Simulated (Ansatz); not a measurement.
# AlH4OSe: the cost of one run

Method: RKS PBE-D4/def2-SVP, in Ansatz 0.2.0.

### Step 1. The system as given

Bond lengths: O1–Se2 2.134 Å, Se2–Al3 2.392 Å, O1–H4 0.975 Å, O1–H5 0.975 Å, Al3–H6 1.530 Å, Al3–H7 1.530 Å. Angles: O1–Se2–Al3 115.6°, Se2–O1–H4 110.8°, Se2–O1–H5 110.8°, H4–O1–H5 108.7°, Se2–Al3–H6 115.8°, Se2–Al3–H7 116.0°, H6–Al3–H7 127.2°.

As a file:

```xyz
7

O    -0.8035   -0.1548   -1.7485
Se    0.1704   -1.0392   -0.0676
Al    0.7252    0.4594    1.7128
H    -1.6811   -0.5559   -1.8901
H    -0.2725   -0.2720   -2.5581
H    -0.2829    0.5334    2.8609
H     2.1445    1.0291    1.6907
```

### Step 2. Relaxing end A

input.yaml

```yaml
crystal:
  periodic: [false, false, false]
  atoms:
    - { symbol: O, position_ang: [-0.80352, -0.15482, -1.74848] }
    - { symbol: Se, position_ang: [0.17036, -1.03916, -0.06758] }
    - { symbol: Al, position_ang: [0.72516, 0.45942, 1.71278] }
    - { symbol: H, position_ang: [-1.68112, -0.55587, -1.89009] }
    - { symbol: H, position_ang: [-0.27245, -0.27199, -2.55815] }
    - { symbol: H, position_ang: [-0.28291, 0.53338, 2.86085] }
    - { symbol: H, position_ang: [2.14448, 1.02905, 1.69068] }
total_charge: 1
basis:
  gaussian: { orbitals: def2-SVP }
hamiltonian:
  xc: pbe
  dispersion: d4
relax:
  f_tol: 0.015
  max_steps: 40
```

Run with:

```bash
> ansatz run input.yaml --threads 1 --pin off --max-ram 2048MiB --backend cpu --events-out ev --progress --plain --runs-dir out
```

What time and memory should one allow on 1 thread of Arm Neoverse V1, shared host?

About 52 s, with a peak of 0.12 GiB.
